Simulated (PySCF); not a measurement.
# CH7FGe2O: the cost of one run

Programs: PySCF 2.14.0, with density-fitted response routines of our own. Each step states its level of theory. These are calculated values for one molecule in the gas phase, unless marked as measured. Atoms are numbered from 0 throughout.

## Step 1: The molecule as given

12 atoms, charge 0, multiplicity 1; geometry from: GFN2-xTB. The atoms were then displaced at random by about 0.01 Å, so the start is not that level's minimum.

Bonds of the start (Å): C0–O1 1.38, O1–Ge2 1.74, Ge2–F3 1.78, Ge2–Ge4 2.42, C0–H5 1.10, C0–H6 1.11, C0–H7 1.08, Ge2–H8 1.51, Ge4–H9 1.52, Ge4–H10 1.49, Ge4–H11 1.50.

## Step 2: Geometry optimisation at PBE0-D3(BJ)/def2-SVP

Job settings and geometry (Å):

```
{"job": {"xc": "PBE0", "basis": "def2-SVP", "d3": "d3bj", "grid": 1, "shake": 0.01, "kind": "geom"}, "charge": 0, "multiplicity": 1}
C     -1.913710     0.186530     0.471110
O     -1.219480    -0.985490     0.241380
Ge     0.342870    -1.118770    -0.512250
F      0.102870    -0.968240    -2.265930
Ge     1.872270     0.659570     0.078450
H     -1.283680     1.029260     0.802970
H     -2.434240     0.528330    -0.444390
H     -2.659970     0.012880     1.235860
H      0.559630    -2.600970    -0.349260
H      1.577510     1.204500     1.468940
H      1.791640     1.816050    -0.857680
H      3.303980     0.208080     0.121780
```

On the command line:

```
$ OMP_NUM_THREADS=1 python probes_run.py task.json out
```

This one command runs all jobs of the session in turn.

Q: Estimate the wall time and peak memory of this first job on 1 thread of Arm Neoverse V1, shared host.

About 2.5 min, with a peak of 0.55 GiB.
